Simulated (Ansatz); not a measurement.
# Sc6Ga42N48: the cost of one run

Method: density functional theory in Ansatz 0.2.0, PAW datasets, plane waves.

### Step 1. The starting cell

96 atoms (6 Sc, 42 Ga, 48 N); a = 9.731 Å, b = 11.237 Å, c = 10.195 Å, α = 90.00°, β = 90.00°, γ = 90.00°. All atoms were shaken off their sites by about 0.02 Å along each axis.

Plan of the steps: (2) PBEsol cell relaxation at the single k point (¼, ¼, ¼), on 1 × NVIDIA H100 80GB HBM3 with 4 threads of AMD EPYC 7R13; (3) r²SCAN single point at the single k point (¼, ¼, ¼), on 1 × NVIDIA H100 80GB HBM3 with 4 threads of AMD EPYC 7R13.

### Step 2. Relaxing cell and atoms with PBEsol

in.yaml reads:

```yaml
crystal:
  lattice:
    - [9.731421, 0.000000, 0.000000]
    - [0.000000, 11.236877, 0.000000]
    - [0.000000, 0.000000, 10.195462]
  atoms:
    - { symbol: Sc, position: [0.167991, 0.083263, 0.247911] }
    - { symbol: Sc, position: [0.834469, 0.086560, 0.249021] }
    - { symbol: Sc, position: [0.495391, 0.582625, 0.749931] }
    - { symbol: Sc, position: [0.670255, 0.168056, 0.497328] }
    - { symbol: Sc, position: [0.834272, 0.418323, 0.498374] }
    - { symbol: Sc, position: [0.666650, 0.664708, 0.998792] }
    - { symbol: Ga, position: [0.165650, 0.084815, 0.748580] }
    - { symbol: Ga, position: [0.001740, 0.333151, 0.247479] }
    - { symbol: Ga, position: [0.999834, 0.333937, 0.744627] }
    - { symbol: Ga, position: [0.499014, 0.084160, 0.245051] }
    - { symbol: Ga, position: [0.498740, 0.081936, 0.747914] }
    - { symbol: Ga, position: [0.331379, 0.330329, 0.245725] }
    - { symbol: Ga, position: [0.333397, 0.333981, 0.750862] }
    - { symbol: Ga, position: [0.165699, 0.583795, 0.244912] }
    - { symbol: Ga, position: [0.162631, 0.585000, 0.742754] }
    - { symbol: Ga, position: [0.999508, 0.837044, 0.246190] }
    - { symbol: Ga, position: [0.998821, 0.834166, 0.748126] }
    - { symbol: Ga, position: [0.833651, 0.084464, 0.745628] }
    - { symbol: Ga, position: [0.667005, 0.332413, 0.248472] }
    - { symbol: Ga, position: [0.667088, 0.335452, 0.744325] }
    - { symbol: Ga, position: [0.500429, 0.582686, 0.249091] }
    - { symbol: Ga, position: [0.338177, 0.833727, 0.249119] }
    - { symbol: Ga, position: [0.333539, 0.833494, 0.747778] }
    - { symbol: Ga, position: [0.834571, 0.584928, 0.245540] }
    - { symbol: Ga, position: [0.832313, 0.584282, 0.748040] }
    - { symbol: Ga, position: [0.669027, 0.832935, 0.249499] }
    - { symbol: Ga, position: [0.662435, 0.833633, 0.743308] }
    - { symbol: Ga, position: [0.001154, 0.169405, 0.495402] }
    - { symbol: Ga, position: [0.998094, 0.167543, 0.993663] }
    - { symbol: Ga, position: [0.334619, 0.165462, 0.492215] }
    - { symbol: Ga, position: [0.332832, 0.168059, 0.995598] }
    - { symbol: Ga, position: [0.166208, 0.415427, 0.498678] }
    - { symbol: Ga, position: [0.163607, 0.417828, 0.993328] }
    - { symbol: Ga, position: [0.000679, 0.665994, 0.499029] }
    - { symbol: Ga, position: [0.000331, 0.667412, 0.997097] }
    - { symbol: Ga, position: [0.668119, 0.168090, 0.997480] }
    - { symbol: Ga, position: [0.497485, 0.414649, 0.496717] }
    - { symbol: Ga, position: [0.498223, 0.418521, 0.993180] }
    - { symbol: Ga, position: [0.331367, 0.664429, 0.497188] }
    - { symbol: Ga, position: [0.335543, 0.669170, 0.995577] }
    - { symbol: Ga, position: [0.167416, 0.913208, 0.494905] }
    - { symbol: Ga, position: [0.164802, 0.916363, 0.992971] }
    - { symbol: Ga, position: [0.835612, 0.415489, 0.000134] }
    - { symbol: Ga, position: [0.668136, 0.667793, 0.498370] }
    - { symbol: Ga, position: [0.501034, 0.915472, 0.495926] }
    - { symbol: Ga, position: [0.497139, 0.916462, 0.996898] }
    - { symbol: Ga, position: [0.827665, 0.916757, 0.493391] }
    - { symbol: Ga, position: [0.836568, 0.918310, 0.996028] }
    - { symbol: N, position: [0.000006, 0.167316, 0.193250] }
    - { symbol: N, position: [0.003735, 0.167012, 0.692954] }
    - { symbol: N, position: [0.331641, 0.167395, 0.192087] }
    - { symbol: N, position: [0.331777, 0.167575, 0.694077] }
    - { symbol: N, position: [0.167825, 0.417600, 0.192954] }
    - { symbol: N, position: [0.165081, 0.413860, 0.691613] }
    - { symbol: N, position: [0.002298, 0.664692, 0.193508] }
    - { symbol: N, position: [0.000224, 0.665325, 0.691362] }
    - { symbol: N, position: [0.665321, 0.168352, 0.190099] }
    - { symbol: N, position: [0.666993, 0.168241, 0.688105] }
    - { symbol: N, position: [0.498234, 0.419139, 0.194570] }
    - { symbol: N, position: [0.499456, 0.416520, 0.694241] }
    - { symbol: N, position: [0.333292, 0.665842, 0.190911] }
    - { symbol: N, position: [0.333614, 0.665685, 0.690463] }
    - { symbol: N, position: [0.168621, 0.920181, 0.193455] }
    - { symbol: N, position: [0.165116, 0.918914, 0.690758] }
    - { symbol: N, position: [0.836042, 0.417738, 0.191211] }
    - { symbol: N, position: [0.835585, 0.416567, 0.692113] }
    - { symbol: N, position: [0.662723, 0.666677, 0.190603] }
    - { symbol: N, position: [0.665719, 0.667585, 0.689791] }
    - { symbol: N, position: [0.498254, 0.916622, 0.191900] }
    - { symbol: N, position: [0.499637, 0.918016, 0.691264] }
    - { symbol: N, position: [0.833588, 0.919535, 0.193522] }
    - { symbol: N, position: [0.837075, 0.918851, 0.690507] }
    - { symbol: N, position: [0.167431, 0.086154, 0.442285] }
    - { symbol: N, position: [0.167372, 0.080837, 0.939474] }
    - { symbol: N, position: [0.999596, 0.331542, 0.441020] }
    - { symbol: N, position: [0.999588, 0.333244, 0.940504] }
    - { symbol: N, position: [0.498912, 0.082859, 0.441663] }
    - { symbol: N, position: [0.499212, 0.082361, 0.941174] }
    - { symbol: N, position: [0.332116, 0.334318, 0.439073] }
    - { symbol: N, position: [0.334719, 0.335773, 0.941034] }
    - { symbol: N, position: [0.166308, 0.584024, 0.442449] }
    - { symbol: N, position: [0.167217, 0.583898, 0.943192] }
    - { symbol: N, position: [0.001518, 0.832904, 0.444733] }
    - { symbol: N, position: [0.000596, 0.837603, 0.938933] }
    - { symbol: N, position: [0.833220, 0.083694, 0.440078] }
    - { symbol: N, position: [0.834946, 0.084364, 0.942234] }
    - { symbol: N, position: [0.665809, 0.333794, 0.443235] }
    - { symbol: N, position: [0.666613, 0.335454, 0.935962] }
    - { symbol: N, position: [0.498009, 0.581827, 0.444965] }
    - { symbol: N, position: [0.499819, 0.584993, 0.941165] }
    - { symbol: N, position: [0.334002, 0.836118, 0.444193] }
    - { symbol: N, position: [0.328492, 0.832741, 0.944724] }
    - { symbol: N, position: [0.834746, 0.579404, 0.442822] }
    - { symbol: N, position: [0.835971, 0.582717, 0.943930] }
    - { symbol: N, position: [0.665972, 0.833205, 0.443772] }
    - { symbol: N, position: [0.669212, 0.830552, 0.939967] }
  symmetry: { detect: false }
kpoints:
  mp_grid: { grid: [1, 1, 1], shift: [0.25, 0.25, 0.25] }
hamiltonian:
  xc: pbesol
scf:
  occupations: { method: fermi_dirac, width: 0.01 }
relax:
  f_tol: 0.03
  max_steps: 80
  escape_saddle: false
  adjacent_minimum: "off"
  cell: { fix: [alpha, beta, gamma] }
output:
  forces: true
  eigenvalues: true
  populations: true
```

The run is started by

```sh
> ansatz run in.yaml --threads 4 --pin off --max-ram 61750MiB --runs-dir r --events-out ev --progress --plain --backend cuda --devices 0, --max-vram 37GiB
```

What time and memory should one allow on 1 × NVIDIA H100 80GB HBM3 with 4 threads of AMD EPYC 7R13, shared host?

About 40 s, with a peak of 1.5 GiB on the host.
